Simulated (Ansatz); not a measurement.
**CHGeN (quintet): the correlation ladder, cc-pVDZ**

One table from this session's results is given with a row withheld; the runs are named, their logs left out.

The runs use Ansatz 0.2.0, Gaussian basis; cc-pVDZ, core rule «outside noble gas», up to 16 orbitals frozen.

To be run: UHF; CCSD(T) on ROHF; CCSD(T) on UHF; BCCD(T) on ROHF; CISD; CCSDT(Q) on ROHF; CCSDT(Q) on UHF.

23 further runs of the same task are left out: 8 that didn't finish, 15 set aside as unsound or not needed.

### The system

The geometry is a PBE0/def2-TZVP stationary point (not a proven minimum) of the parent state, kept for this charge and spin. No spin-orbit coupling is included. The filled d shell of Ge may be among the frozen orbitals whatever the setting's name suggests; the logs give the count.

4 atoms, charge 0, spin multiplicity 5.

Atoms are counted from 1 here; the program's logs count them from 0.

Bond lengths: C1–N2 1.228 Å, C1–Ge3 2.120 Å, N2–Ge3 2.234 Å, N2–H4 1.014 Å. Angles: N2–C1–Ge3 78.8°, C1–N2–Ge3 68.6°, C1–N2–H4 135.3°, Ge3–N2–H4 156.2°, C1–Ge3–N2 32.6°.

Set-up of the first run:

in.yaml

```yaml
crystal:
  periodic: [false, false, false]
  atoms:
    - {symbol: C, position_ang: [0.000000, -0.784995, 1.378769]}
    - {symbol: N, position_ang: [0.000000, 0.418069, 1.625258]}
    - {symbol: Ge, position_ang: [0.000000, 0.035580, -0.575618]}
    - {symbol: H, position_ang: [0.000000, 0.980237, 2.468801]}
basis:
  gaussian: {orbitals: cc-pVDZ}
magnetization: {spin_polarized: true, initial_magnetization: 4}
hamiltonian: {xc: hf}
output: {orbitals: {seedname: orbitals}}
```

Launch:

```bash
$ ansatz run in.yaml --threads 1 --pin off --events-out ev --progress --plain --max-ram 2393MiB
```

Among the steps run: UHF; CCSD(T) on ROHF; CCSD(T) on UHF; BCCD(T) on ROHF; CISD; CCSDT(Q) on ROHF; CCSDT(Q) on UHF.

One table of the session follows, with a row left open; its other results are not shown here.

```
   method  from RCCSDT(Q) (kcal/mol)
     ROHF                    +225.28
      UHF                    +219.35
     RMP2                     +24.46
     UMP2                     +27.69
    RCCSD                     +11.54
    UCCSD                     +10.79
 RCCSD(T)                      +1.66
 UCCSD(T)                      +1.28
  BCCD(T)                      +1.67
   RCCSDT                      +1.01
   UCCSDT                          ?
RCCSDT(Q)                          0
UCCSDT(Q)                      -0.54
```

**Question.** Estimate the row for UCCSDT.

The run gave: from RCCSDT(Q) (kcal/mol): +0.48. In the column «from RCCSDT(Q) (kcal/mol)» it lies between RCCSDT(Q) (0) and RCCSDT (+1.01).

Not comparable, so not listed: CISD (they don't share determinant, frozen orbitals or solution with the rows shown, or repeat one).

Limits of these values: Restricted and unrestricted rows rest on different reference determinants; where their highest levels disagree by more than a few hundredths of an eV, they describe different states and don't form one ladder.
